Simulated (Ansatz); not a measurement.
# GeH2Cl+ (triplet): the correlation ladder, cc-pVTZ

An exercise on one series of results from a longer session: the logs are not shown, and one member is left open.

The runs use Ansatz 0.2.0, Gaussian basis; cc-pVTZ, core rule «outside noble gas», up to 19 orbitals frozen.

Plan: UHF; CCSD(T) on ROHF; CCSD(T) on UHF; BCCD(T) on ROHF; CCSDT(Q) on ROHF; CCSDT(Q) on UHF.

9 further runs of the same task are left out: 4 for a known fault of the program, 5 set aside as unsound or not needed.

### The geometry

The geometry is a PBE0/def2-TZVP stationary point (not a proven minimum) of the parent state, kept for this charge and spin. No spin-orbit coupling is included. The filled d shell of Ge may be among the frozen orbitals whatever the setting's name suggests; the logs give the count.

4 atoms, charge 1, spin multiplicity 3.

Atoms are counted from 1 here; the program's logs count them from 0.

Bond lengths: Ge1–Cl2 2.208 Å, H3–H4 0.807 Å.

Set-up of the first run:

Contents of in.yaml:

```yaml
crystal:
  periodic: [false, false, false]
  atoms:
    - {symbol: Ge, position_ang: [-0.000021, 0.000203, -0.411070]}
    - {symbol: Cl, position_ang: [-0.000013, 0.000140, -2.619191]}
    - {symbol: H, position_ang: [0.000017, 0.403546, 1.515482]}
    - {symbol: H, position_ang: [0.000017, -0.403889, 1.514779]}
basis:
  gaussian: {orbitals: cc-pVTZ}
total_charge: 1
magnetization: {spin_polarized: true, initial_magnetization: 2}
hamiltonian: {xc: hf}
output: {orbitals: {seedname: orbitals}}
```

On the command line:

```sh
ansatz run in.yaml --threads 1 --pin off --events-out ev --progress --plain --max-ram 2816MiB --backend cpu
```

Among the steps run: UHF; CCSD(T) on ROHF; CCSD(T) on UHF; BCCD(T) on ROHF; CCSDT(Q) on ROHF; CCSDT(Q) on UHF.

One table of the session follows, with a row left open; its other results are not shown here.

It belongs to the step «Misses and costs». 

```
   method  from UCCSDT(Q) (meV)
     ROHF               +8802.9
      UHF               +8554.0
     RMP2               +1292.7
     UMP2               +1357.6
    RCCSD                +434.3
    UCCSD                +412.0
 RCCSD(T)                 +67.5
 UCCSD(T)                 +63.1
  BCCD(T)                 +70.6
   RCCSDT                 +33.7
   UCCSDT                     ?
RCCSDT(Q)                 +13.1
UCCSDT(Q)                     0
```

**Question.** Estimate the row for UCCSDT.

As computed: from UCCSDT(Q) (meV): +22.6. In the column «from UCCSDT(Q) (meV)» it lies between RCCSDT(Q) (+13.1) and RCCSDT (+33.7).

Limits of these values: Restricted and unrestricted rows rest on different reference determinants; where their highest levels disagree by more than a few hundredths of an eV, they describe different states and don't form one ladder.
